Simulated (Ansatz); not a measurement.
## Molecular dynamics of Li$_{4}$WO$_{5}$

The input (input.yaml):

```yaml
crystal:
  lattice:
    - [6.646714, 0.0, 0.0]
    - [0.0, 6.646714, 0.0]
    - [0.0, 0.0, 4.17298]
  atoms:
    - { symbol: Li, position: [0.86843265, 0.32492101, 0.48692249] }
    - { symbol: Li, position: [0.27710937, 0.13519854, 0.44644477] }
    - { symbol: Li, position: [0.164968, 0.43521493, 0.92754638] }
    - { symbol: Li, position: [0.53238592, 0.20102491, 0.96376605] }
    - { symbol: W, position: [0.01200292, -0.00946921, 0.96843145] }
    - { symbol: O, position: [0.37130983, 0.72302025, 0.52215782] }
    - { symbol: O, position: [0.26785976, 0.0937456, 0.01449073] }
    - { symbol: O, position: [0.21862225, 0.42634602, 0.45440101] }
    - { symbol: O, position: [0.04605312, 0.72099755, 0.04478395] }
    - { symbol: O, position: [-0.05854018, 0.02245548, 0.4333818] }
    - { symbol: Li, position: [0.36896333, 0.77915254, 0.974735] }
    - { symbol: Li, position: [0.79127543, 0.57704518, 0.9817924] }
    - { symbol: Li, position: [0.6856856, 0.8819225, 0.51780134] }
    - { symbol: Li, position: [0.10830327, 0.66636771, 0.53770012] }
    - { symbol: W, position: [0.50007757, 0.46877439, 0.40739472] }
    - { symbol: O, position: [0.92766874, 0.29182794, -0.09212168] }
    - { symbol: O, position: [0.76503585, 0.56980815, 0.51167799] }
    - { symbol: O, position: [0.73477182, 0.89345896, -0.06647157] }
    - { symbol: O, position: [0.55743368, 0.20432384, 0.51104175] }
    - { symbol: O, position: [0.53995403, 0.5148582, -0.06603628] }
basis:
  ecutwfc: 420.0
kpoints:
  mp_grid: { grid: [2, 2, 3] }
hamiltonian:
  xc: pbesol
scf:
  occupations: { method: fermi_dirac, width: 0.17 }
  lower_state_search: "off"
md:
  timestep: 1
  n_steps: 180
  ensemble: nvt_nose_hoover
  temperature: 1200.0
  initial_velocities: maxwell_boltzmann
  seed: 859044
  nose_hoover: { tau: 200.0, chain_length: 5 }
```

Run as:

```bash
$ ansatz run input.yaml --threads 1 --pin off --max-ram 3072MiB --backend cpu --events-out ev --progress --plain --runs-dir out
```

It goes on from the last frame of an earlier run, with new velocities.

Output, in part (step lines):

```
md step     0: t =     0.00 fs  T =  1200.0 K  F+E_penalty+E_count = -27758.90135071 eV  E_kin = 2.947128 eV  conserved = -27755.95422274 eV  (8 SCF iters)
md step     1: t =     1.00 fs  T =  1273.3 K  F+E_penalty+E_count = -27759.08199290 eV  E_kin = 3.127260 eV  conserved = -27755.95473142 eV  (6 SCF iters)
md step     2: t =     2.00 fs  T =  1358.2 K  F+E_penalty+E_count = -27759.29097718 eV  E_kin = 3.335651 eV  conserved = -27755.95531371 eV  (6 SCF iters)
md step     3: t =     3.00 fs  T =  1450.8 K  F+E_penalty+E_count = -27759.51916840 eV  E_kin = 3.563169 eV  conserved = -27755.95595189 eV  (7 SCF iters)
md step     4: t =     4.00 fs  T =  1547.2 K  F+E_penalty+E_count = -27759.75660029 eV  E_kin = 3.799847 eV  conserved = -27755.95662904 eV  (7 SCF iters)
md step     5: t =     5.00 fs  T =  1643.0 K  F+E_penalty+E_count = -27759.99277763 eV  E_kin = 4.035187 eV  conserved = -27755.95732835 eV  (4 SCF iters)
md step     6: t =     6.00 fs  T =  1733.9 K  F+E_penalty+E_count = -27760.21698500 eV  E_kin = 4.258471 eV  conserved = -27755.95803000 eV  (3 SCF iters)
md step     7: t =     7.00 fs  T =  1815.6 K  F+E_penalty+E_count = -27760.41863447 eV  E_kin = 4.459111 eV  conserved = -27755.95870890 eV  (3 SCF iters)
[... lines left out ...]
md step   179: t =   179.00 fs  T =  1665.2 K  F+E_penalty+E_count = -27761.49818118 eV  E_kin = 4.089715 eV  conserved = -27755.96023634 eV  (3 SCF iters)
md step   180: t =   180.00 fs  T =  1680.8 K  F+E_penalty+E_count = -27761.54764982 eV  E_kin = 4.127953 eV  conserved = -27755.96023975 eV  (6 SCF iters)
```

The steps, from the saved trajectory:

```json
{"time (fs)": "0.0", "T (K)": "1200", "potential energy less start (eV)": "0.000", "conserved less start (meV/atom)": "0.00"}
{"time (fs)": "6.0", "T (K)": "1734", "potential energy less start (eV)": "-1.316", "conserved less start (meV/atom)": "-0.19"}
{"time (fs)": "12.0", "T (K)": "1968", "potential energy less start (eV)": "-1.897", "conserved less start (meV/atom)": "-0.29"}
{"time (fs)": "18.0", "T (K)": "1726", "potential energy less start (eV)": "-1.304", "conserved less start (meV/atom)": "0.00"}
{"time (fs)": "24.0", "T (K)": "1884", "potential energy less start (eV)": "-1.709", "conserved less start (meV/atom)": "-0.20"}
{"time (fs)": "30.0", "T (K)": "2023", "potential energy less start (eV)": "-2.068", "conserved less start (meV/atom)": "-0.15"}
{"time (fs)": "36.0", "T (K)": "2032", "potential energy less start (eV)": "-2.117", "conserved less start (meV/atom)": "-0.21"}
{"time (fs)": "42.0", "T (K)": "1780", "potential energy less start (eV)": "-1.526", "conserved less start (meV/atom)": "-0.11"}
{"time (fs)": "48.0", "T (K)": "1620", "potential energy less start (eV)": "-1.162", "conserved less start (meV/atom)": "-0.02"}
{"time (fs)": "54.0", "T (K)": "1814", "potential energy less start (eV)": "-1.677", "conserved less start (meV/atom)": "-0.25"}
{"time (fs)": "60.0", "T (K)": "1665", "potential energy less start (eV)": "-1.346", "conserved less start (meV/atom)": "-0.16"}
{"time (fs)": "66.0", "T (K)": "1552", "potential energy less start (eV)": "-1.103", "conserved less start (meV/atom)": "-0.01"}
{"time (fs)": "72.0", "T (K)": "1917", "potential energy less start (eV)": "-2.047", "conserved less start (meV/atom)": "-0.21"}
{"time (fs)": "78.0", "T (K)": "2024", "potential energy less start (eV)": "-2.367", "conserved less start (meV/atom)": "-0.23"}
{"time (fs)": "84.0", "T (K)": "1748", "potential energy less start (eV)": "-1.745", "conserved less start (meV/atom)": "-0.14"}
{"time (fs)": "90.0", "T (K)": "1502", "potential energy less start (eV)": "-1.192", "conserved less start (meV/atom)": "-0.06"}
{"time (fs)": "96.0", "T (K)": "1597", "potential energy less start (eV)": "-1.480", "conserved less start (meV/atom)": "-0.14"}
{"time (fs)": "102.0", "T (K)": "1766", "potential energy less start (eV)": "-1.958", "conserved less start (meV/atom)": "-0.25"}
{"time (fs)": "108.0", "T (K)": "1654", "potential energy less start (eV)": "-1.746", "conserved less start (meV/atom)": "-0.16"}
{"time (fs)": "114.0", "T (K)": "1662", "potential energy less start (eV)": "-1.827", "conserved less start (meV/atom)": "-0.13"}
{"time (fs)": "120.0", "T (K)": "1912", "potential energy less start (eV)": "-2.517", "conserved less start (meV/atom)": "-0.25"}
{"time (fs)": "126.0", "T (K)": "1938", "potential energy less start (eV)": "-2.662", "conserved less start (meV/atom)": "-0.19"}
{"time (fs)": "132.0", "T (K)": "1842", "potential energy less start (eV)": "-2.511", "conserved less start (meV/atom)": "-0.24"}
{"time (fs)": "138.0", "T (K)": "1616", "potential energy less start (eV)": "-2.036", "conserved less start (meV/atom)": "-0.17"}
{"time (fs)": "144.0", "T (K)": "1458", "potential energy less start (eV)": "-1.719", "conserved less start (meV/atom)": "-0.20"}
{"time (fs)": "150.0", "T (K)": "1447", "potential energy less start (eV)": "-1.756", "conserved less start (meV/atom)": "-0.15"}
{"time (fs)": "156.0", "T (K)": "1608", "potential energy less start (eV)": "-2.224", "conserved less start (meV/atom)": "-0.29"}
{"time (fs)": "162.0", "T (K)": "1431", "potential energy less start (eV)": "-1.856", "conserved less start (meV/atom)": "-0.20"}
{"time (fs)": "168.0", "T (K)": "1206", "potential energy less start (eV)": "-1.357", "conserved less start (meV/atom)": "-0.07"}
{"time (fs)": "174.0", "T (K)": "1421", "potential energy less start (eV)": "-1.942", "conserved less start (meV/atom)": "-0.18"}
{"time (fs)": "180.0", "T (K)": "1681", "potential energy less start (eV)": "-2.646", "conserved less start (meV/atom)": "-0.30"}
```

All steps were run. The conserved energy stayed within 0.31 meV per atom of its start (net change -0.3 meV per atom), so the integration is sound. The mean temperature of the second half is 34 % above the set value. A run of 0.18 ps of so small a system gives no equilibrium averages.

Mean squared displacements from the first frame to the last, about the centre of mass: Li 0.25 Å², W 0.10 Å², O 0.23 Å².

Last frame:

```xyz
20
Lattice="6.6467 0.0000 0.0000 0.0000 6.6467 0.0000 0.0000 0.0000 4.1730" Properties=species:S:1:pos:R:3
Li 6.008 2.034 1.758
Li 1.810 0.716 1.676
Li 1.244 2.931 3.830
Li 3.541 0.514 4.272
W -0.095 -0.178 3.948
O 2.985 5.228 1.635
O 1.689 0.320 -0.310
O 1.365 2.803 1.908
O 0.727 4.776 -0.306
O 0.067 -0.283 1.716
Li 2.759 5.270 3.776
Li 5.669 3.802 3.977
Li 4.739 5.862 2.087
Li 0.559 4.373 1.459
W 3.391 3.309 2.029
O 6.034 1.757 -0.224
O 5.196 3.692 1.745
O 4.826 5.970 -0.245
O 3.672 1.549 1.778
O 3.251 3.416 -0.287
```

The run took 16 min on 1 thread of Arm Neoverse V2, on a shared host, peak memory 0.47 GiB.
